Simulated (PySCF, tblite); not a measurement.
# C₅H₁₀FNSi: geometry, infrared bands and NMR shifts

Aim: predict the infrared bands and NMR shifts of C₅H₁₀FNSi (`N[SiH2][C@@H]1CC=C[C@@H]1F`).

The runs use tblite 0.8.0 and PySCF 2.14.0, with density-fitted response routines of our own; the level of theory stands in each step. All values are computed, except where a source is named. Atoms count from 0, in the outputs and in this text.

## (1) The molecule as given

18 atoms, charge 0, multiplicity 1; geometry from: force field or distance geometry start.

Bonds of the start (Å): N0–Si1 1.81, Si1–C2 1.81, C2–C3 1.53, C3–C4 1.51, C4–C5 1.33, C5–C6 1.50, C6–F7 1.39, C6–C2 1.51, N0–H8 1.04, N0–H9 1.04, Si1–H10 1.47, Si1–H11 1.48, C2–H12 1.10, C3–H13 1.08, C3–H14 1.13, C4–H15 1.08, C5–H16 1.08, C6–H17 1.10.

## (2) Relaxing the molecule with GFN2-xTB

What the job is given:

```
{"job": {"kind": "relax", "xc": "GFN2-xTB", "basis": "xTB"}, "charge": 0, "multiplicity": 1}
N      2.821300    -0.461700    -0.445000
Si     1.602400     0.810300    -0.051800
C     -0.023300     0.263900    -0.626800
C     -1.221400     1.027100    -0.048700
C     -2.321900     0.170200    -0.624300
C     -1.868900    -1.075100    -0.755400
C     -0.449800    -1.135000    -0.260900
F     -0.501900    -1.341300     1.109200
H      2.756300    -1.300100     0.167300
H      3.787100    -0.080900    -0.455400
H      2.002000     1.983200    -0.840600
H      1.676000     1.201200     1.369200
H     -0.127100     0.332300    -1.717400
H     -1.265300     2.062400    -0.350300
H     -1.275900     0.881500     1.069400
H     -3.314600     0.477500    -0.907300
H     -2.433000    -1.905400    -1.146700
H      0.149200    -1.903700    -0.760900
```

On the command line:

```
OMP_NUM_THREADS=1 python probes_run.py task.json out
```

This one command runs all jobs of the session in turn.

**Question.** This job is followed by: GFN2-xTB harmonic vibrations, gas phase; GIAO PBE0/pcSseg-1 NMR shielding, non-relativistic, gas phase. What will the session give for the following? strongest single infrared mode (GFN2-xTB); zero-point energy (GFN2-xTB); 13C shifts against TMS (PBE0/pcSseg-1); 1H shifts against TMS (PBE0/pcSseg-1, means over atoms taken as alike); 15N shifts against NH3 (PBE0/pcSseg-1); 29Si shifts against TMS (PBE0/pcSseg-1); 19F shifts against CFCl3 (PBE0/pcSseg-1).

The runs gave:

| quantity | value |
| --- | --- |
| strongest single infrared mode (GFN2-xTB) | 2211 cm⁻¹, 418 km/mol |
| zero-point energy (GFN2-xTB) | 87.0 kcal/mol |
| 13C shifts against TMS (PBE0/pcSseg-1) | 148.3, 137.2, 105.3, 37.5, 31.3 ppm |
| 1H shifts against TMS (PBE0/pcSseg-1, means over atoms taken as alike) | 6.42, 6.24, 6.11, 4.81, 4.60, 2.52, 2.39, 2.02, 0.30 ppm |
| 15N shifts against NH3 (PBE0/pcSseg-1) | 10.8 ppm |
| 29Si shifts against TMS (PBE0/pcSseg-1) | -34.2 ppm |
| 19F shifts against CFCl3 (PBE0/pcSseg-1) | -179.5 ppm |

In words: Relaxing lowered the energy by 0.726 eV in 100 steps; the close pair that moved most is Si1–C2, from 1.809 to 1.907 Å. No mode is imaginary among the 48: a minimum at this level. The strongest single mode, at 2211 cm⁻¹, moves mainly H11. GFN2-xTB is a fitted tight-binding method: band positions and strengths are rough. Its intensities can rank the bands wrongly. At PBE0/pcSseg-1: The largest span, 211 ppm, is at C4, where the paramagnetic term is -217 ppm.
